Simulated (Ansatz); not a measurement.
Lu₃Al, space group Pm-3m: a convergence test of the plane-wave cutoff, run with Ansatz 0.2.0 through its Python package.

Contents of `lu3al.extxyz`:
```text
4
Lattice="4.62654991 0.0 0.0 0.0 4.62654991 0.0 0.0 0.0 4.62654991" Properties=species:S:1:pos:R:3 pbc="T T T"
Lu    0.00000000    2.31327495    2.31327495
Lu    2.31327495    0.00000000    2.31327495
Lu    2.31327495    2.31327495    0.00000000
Al    0.00000000    0.00000000    0.00000000
```

`lu3al_ecut.py`
```python
import warnings

import ansatz as az


def main() -> None:
    warnings.simplefilter('ignore', az.DeckWarning)

    cell = az.Crystal.from_extxyz('lu3al.extxyz')

    calc = cell.calculation()
    calc = calc.functional('r2SCAN')
    calc = calc.kpoints(spacing=0.32).occupations('cold', width=0.1)

    rows = []
    for value in [250, 300, 350, 400, 450, 500]:
        rep = calc.basis(value).run(threads=1).report
        rows.append((value, rep['free_energy_ev'] / len(rep['lattice']['sites']), rep['n_iterations'], rep['n_pw']))

    print(' cutoff (eV)   F/atom (eV)    iterations   plane waves')
    for row in rows:
        print(f'{str(row[0]):>12s}  {row[1]:12.5f}  {row[2]:12d}  {row[3]:12d}')

    for row in rows[:-1]:
        shift = 1000 * (row[1] - rows[-1][1])
        print(f'{row[0]}: {shift:+.2f} meV/atom' + ('  (within 2 meV)' if abs(shift) < 2 else ''))


if __name__ == '__main__':
    main()
```

How fast does the energy converge with the cutoff (threshold 2 meV an atom)?

From 450 eV on it stays within 2 meV an atom of the value at 500 eV; the first row (250 eV) is off by 736.6 meV and the last but one by 1.20 meV. The energy falls steadily, as expected when plane waves are added.

The output:

```console
$ python lu3al_ecut.py
 cutoff (eV)   F/atom (eV)    iterations   plane waves
         250  -11192.34514             8           895
         300  -11193.03153             9          1189
         350  -11193.07181             9          1419
         400  -11193.07781             9          1791
         450  -11193.08058             9          2109
         500  -11193.08178             9          2517
250: +736.64 meV/atom
300: +50.25 meV/atom
350: +9.97 meV/atom
400: +3.97 meV/atom
450: +1.20 meV/atom  (within 2 meV)
```

Reading the output:
- The mesh is modest for a metal, so energies can be off by several to tens of meV an atom and pressures by half a GPa or more; differences at equal mesh fare better.
- The structure comes from a database of computed cells and needn't be a stable or known phase.
- Shifts are counted from the last row, which is itself no proven limit.
- The script silences the warnings on its input, which a real study should read.
- Hardware and time: 22 s on 1 thread of Intel(R) Xeon(R) Processor @ 2.30GHz (shared host), peak memory 0.7 GiB.
